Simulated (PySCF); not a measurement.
# SiS(OH)₂: a ladder of methods

How much do the numbers for SiS(OH)₂ (singlet) hang on the method? All levels run at one geometry, the PBE0 minimum.

Program: PySCF 2.14.0. Level of theory: several methods, basis Si def2-TZVP, S def2-TZVP, O def2-TZVP, H def2-TZVP, no relativity, density fitting. These are calculated values, not measurements.

## (1) Starting geometry

6 atoms, charge 0, spin multiplicity 1.

Bond lengths: Si1–S2 1.930 Å, Si1–O3 1.626 Å, Si1–O4 1.614 Å, O3–H5 0.961 Å, O4–H6 0.961 Å. Angles: S2–Si1–O3 127.8°, S2–Si1–O4 127.4°, O3–Si1–O4 104.8°, Si1–O3–H5 114.9°, Si1–O4–H6 116.6°.

```xyz
6
charge 0 multiplicity 1
Si    0.1228    0.2672    0.0000
S    -0.7518   -1.4538    0.0000
O     1.7197    0.5729    0.0000
O    -0.5768    1.7222    0.0000
H     2.2817   -0.2072    0.0000
H     0.0117    2.4825    0.0000
```

## (2) PBE0

One driver script runs all steps and calls PySCF; scf.py shows the equivalent input of each level. Each SCF starts from the density of the minimum. The driver also runs the species with one electron less or more at the same geometry (one less: multiplicity 2); their logs are not shown.

scf.py reads:

```python
from pyscf import gto, scf, dft
mol = gto.M(atom='''
Si     0.122810     0.267219     0.000000
S     -0.751772    -1.453769     0.000000
O      1.719741     0.572860     0.000000
O     -0.576813     1.722233     0.000000
H      2.281689    -0.207241     0.000000
H      0.011705     2.482533     0.000000''',
    basis={'Si': 'def2-TZVP', 'S': 'def2-TZVP', 'O': 'def2-TZVP', 'H': 'def2-TZVP'},
    charge=0, spin=0)
mf = dft.RKS(mol, xc='PBE0')
mf.grids.atom_grid = (99, 590)
aux = {'Si': 'def2-universal-JKFIT', 'S': 'def2-universal-JKFIT', 'O': 'def2-universal-JKFIT', 'H': 'def2-universal-JKFIT'}
mf = mf.density_fit(auxbasis=aux)
mf.kernel()
```

## (3) HF

scf.py: that of step 2 with these lines changed.

```diff
@@ -11,2 +11 @@
-mf = dft.RKS(mol, xc='PBE0')
-mf.grids.atom_grid = (99, 590)
+mf = scf.RHF(mol)
```

## (4) MP2

scf.py: that of step 3 with these lines changed.

```diff
@@ -14,0 +15,2 @@
+from pyscf.mp import dfmp2
+dfmp2.DFMP2(mf, frozen=12).kernel()  # the driver gives MP2 a fitting basis of its own (RI)
```

## (5) PBE

scf.py: that of step 4 with these lines changed.

```diff
@@ -11 +11,2 @@
-mf = scf.RHF(mol)
+mf = dft.RKS(mol, xc='PBE')
+mf.grids.atom_grid = (99, 590)
@@ -15,2 +15,0 @@
-from pyscf.mp import dfmp2
-dfmp2.DFMP2(mf, frozen=12).kernel()  # the driver gives MP2 a fitting basis of its own (RI)
```

## (6) CCSD(T)

scf.py: that of step 5 with these lines changed.

```diff
@@ -11,2 +11 @@
-mf = dft.RKS(mol, xc='PBE')
-mf.grids.atom_grid = (99, 590)
+mf = scf.RHF(mol)
@@ -15,0 +15,3 @@
+from pyscf import cc
+mycc = cc.CCSD(mf, frozen=12).run()
+mycc.ccsd_t()
```

## (7) r2SCAN

scf.py: that of step 6 with these lines changed.

```diff
@@ -11 +11,2 @@
-mf = scf.RHF(mol)
+mf = dft.RKS(mol, xc='R2SCAN')
+mf.grids.atom_grid = (99, 590)
@@ -15,3 +15,0 @@
-from pyscf import cc
-mycc = cc.CCSD(mf, frozen=12).run()
-mycc.ccsd_t()
```

## (8) B3LYP

scf.py: that of step 7 with these lines changed.

```diff
@@ -11 +11 @@
-mf = dft.RKS(mol, xc='R2SCAN')
+mf = dft.RKS(mol, xc='B3LYP')
```

## (9) TPSSh

scf.py: that of step 8 with these lines changed.

```diff
@@ -11 +11 @@
-mf = dft.RKS(mol, xc='B3LYP')
+mf = dft.RKS(mol, xc='TPSSH')
```

## (10) M06

scf.py: that of step 9 with these lines changed.

```diff
@@ -11 +11 @@
-mf = dft.RKS(mol, xc='TPSSH')
+mf = dft.RKS(mol, xc='M06')
```

(Steps that only read results are left out.)

**Question.** What will these runs give? Wanted: atomisation energy, CCSD(T) in this basis; vertical ionisation energy, range; orbital gap, range; T1, D1.

The runs gave:

| quantity | value |
| --- | --- |
| atomisation energy, CCSD(T) in this basis | 2226 kJ/mol |
| vertical ionisation energy, range | 8.45 (HF) to 9.67 (MP2) eV |
| orbital gap, range | 4.36 (PBE) to 12.35 (HF) eV |
| T1, D1 | 0.013, 0.042 |

The functionals' atomisation energies stand +39 kJ/mol (TPSSh) to +130 kJ/mol (PBE) from CCSD(T); much of that can be the slow basis convergence of CCSD(T), which binds tens of kJ/mol more at its limit, so it ranks no functional. HF lacks the correlation that pairing electrons in bonds brings, so it binds too weakly, by 667 kJ/mol even against this CCSD(T).
